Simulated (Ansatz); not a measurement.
# RbW in Ansatz: convergence with xc grid

Input of the first run (xc grid 1); the others differ in this setting and in those tied to it:

input.yaml

```yaml
crystal:
  lattice:
    - [3.54662259, 0.0, 0.0]
    - [-1.77331129, 3.07146526, 0.0]
    - [0.0, 0.0, 5.49414464]
  atoms:
    - { symbol: Rb, position: [0.0, 0.0, 0.5] }
    - { symbol: W, position: [0.66666667, 0.33333333, 0.0] }
hamiltonian:
  xc: pbe
  pseudopotentials: { kind: nc, source: spms }
kpoints:
  mp_grid: { grid: [7, 7, 4] }
scf:
  occupations: { method: cold, width: 0.05 }
output:
  forces: true
  stress: true
  eigenvalues: true
basis:
  xc_grid: 1
```

Potentials or basis: SPMS NC.

Launch:

```sh
$ ansatz run input.yaml --threads 2 --pin off --max-ram 5632MiB --backend cpu --events-out ev --progress --plain --runs-dir out
```

The cell was built by a generator and needn't be a form met in nature.

Hardware: 2 threads of Arm Neoverse V2 (shared host).

```
xc grid  energy less the tightest run, at zero smearing (meV/atom)  SCF cycles  CPU time (s)  peak memory (GiB)
      1                                                       0.00          10           2.7               0.26
      2                                                       0.00          10           2.8               0.26
      3                                                       0.00          10           2.9               0.28
      4                                                       0.00          10             3               0.33
      5                                                       0.00          10           3.3               0.39
```

Against the tightest run, the energy stays within 1 meV/atom from 1 on. The tightest run that finished is the yardstick and may itself not be fully converged.

Spin-orbit coupling is left out, which matters for the levels of W.
